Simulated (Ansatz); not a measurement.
# Ge2Sb2O: the cost of one run

Program: Ansatz 0.2.0. Level of theory: DFT PBE, scalar-relativistic, plane waves, PAW. These are calculated values, not measurements.

## 1. The structure to begin with

Symmetry: P4/mbm, No. 127, tetragonal system. Conventional cell: a = 7.229 Å, b = 7.229 Å, c = 4.246 Å, α = 90.00°, β = 90.00°, γ = 90.00°. Ge (site symmetry m2m) has 1 Ge at 2.50 Å and 2 O at 2.87 Å as nearest neighbours. Sb (site symmetry m2m) is surrounded by 6 Ge at 2.95 to 3.06 Å. O (site symmetry 4/m) has 4 Ge at 2.87 Å as nearest neighbours.

Coordinates:

```xyz
10
Lattice="7.2292 0.0000 0.0000 0.0000 7.2292 0.0000 0.0000 0.0000 4.2463" Properties=species:S:1:pos:R:3 pbc="T T T"
Ge    0.8852    4.4998    2.1231
Ge    2.7294    0.8852    2.1231
Ge    6.3440    2.7294    2.1231
Ge    4.4998    6.3440    2.1231
Sb    1.2829    2.3317    0.0000
Sb    4.8975    1.2829    0.0000
Sb    5.9463    4.8975    0.0000
Sb    2.3317    5.9463    0.0000
O     0.0000    0.0000    2.1231
O     3.6146    3.6146    2.1231
```

The cell is invented: species swapped into a database cell of Gd2MgGe2 (P4/mbm, No. 127), with Sb on the Gd sites and O on the Mg sites. Lengths come from tabulated atomic sizes and are only a guess.

## 2. A first look at the guess

File input.yaml:

```yaml
crystal:
  lattice:
    - [7.22918388, 0.0, 0.0]
    - [0.0, 7.22918388, 0.0]
    - [0.0, 0.0, 4.24629033]
  atoms:
    - { symbol: Ge, position: [0.12245, 0.62245, 0.5] }
    - { symbol: Ge, position: [0.37755, 0.12245, 0.5] }
    - { symbol: Ge, position: [0.87755, 0.37755, 0.5] }
    - { symbol: Ge, position: [0.62245, 0.87755, 0.5] }
    - { symbol: Sb, position: [0.17746001, 0.32253999, 0.0] }
    - { symbol: Sb, position: [0.67746001, 0.17746001, 0.0] }
    - { symbol: Sb, position: [0.82253999, 0.67746001, 0.0] }
    - { symbol: Sb, position: [0.32253999, 0.82253999, 0.0] }
    - { symbol: O, position: [0.0, 0.0, 0.5] }
    - { symbol: O, position: [0.5, 0.5, 0.5] }
basis:
  ecutwfc: 420
kpoints:
  mp_grid: { grid: [4, 4, 4] }
hamiltonian:
  xc: pbe
scf:
  occupations: { method: gaussian, width: 0.1 }
  lower_state_search: "off"
output:
  forces: true
  stress: true
  eigenvalues: true
```

Started as:

```
$ ansatz run input.yaml --threads 1 --pin off --max-ram 2560MiB --backend cpu --events-out ev --progress --plain --runs-dir out
```

Q: Estimate wall time and peak memory on 1 thread of Intel Xeon Platinum 8259CL at 2.50GHz (Skylake/Cascade Lake), shared host.

About 16 s, with a peak of 0.66 GiB.
